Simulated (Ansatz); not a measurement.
# Pt: the cost of one run

Method: DFT PBEsol, scalar-relativistic, plane waves, PAW, in Ansatz 0.2.0.

The COD entry's cell or inner coordinates are ideal or old and differ from later refinements, so a difference from it is no clean test against experiment.

## Step 1: The structure to begin with

It takes space group Fm-3m (No. 225, cubic). The conventional cell has a = 3.916 Å, b = 3.916 Å, c = 3.916 Å, α = 90.00°, β = 90.00°, γ = 90.00°. Around Pt (site symmetry m-3m) lie 12 Pt at 2.77 Å.

Structure file:

```cif
data_structure
_symmetry_space_group_name_H-M 'P 1'
_symmetry_Int_Tables_number 1
_cell_length_a 2.7689
_cell_length_b 2.7689
_cell_length_c 3.9158
_cell_angle_alpha 90.000
_cell_angle_beta 90.000
_cell_angle_gamma 90.000
_cell_volume 30.02
loop_
_atom_site_label
_atom_site_type_symbol
_atom_site_fract_x
_atom_site_fract_y
_atom_site_fract_z
_atom_site_occupancy
Pt1 Pt 0.50000 0.50000 0.50000 1
Pt2 Pt 0.00000 0.00000 0.00000 1
```

No relaxation comes first: the listed cell is the starting point.

## Step 2: Zero of the scan

input.yaml

```yaml
crystal:
  lattice:
    - [0.0, -1.9579, -1.9579]
    - [0.0, 1.9579, -1.9579]
    - [3.9158, 0.0, 0.0]
  atoms:
    - { symbol: Pt, position: [0.5, 0.5, 0.5] }
    - { symbol: Pt, position: [0.0, 0.0, 0.0] }
basis:
  ecutwfc: 420
kpoints:
  mp_grid: { grid: [18, 18, 12] }
hamiltonian:
  xc: pbesol
scf:
  occupations: { method: gaussian, width: 0.15 }
output:
  forces: true
  stress: true
  eigenvalues: true
```

Launch:

```
> ansatz run input.yaml --threads 2 --pin off --max-ram 5120MiB --backend cpu --events-out ev --progress --plain --runs-dir out
```

What time and memory should one allow on 2 threads of Arm Neoverse V2, shared host?

About 4.8 s, with a peak of 0.45 GiB.
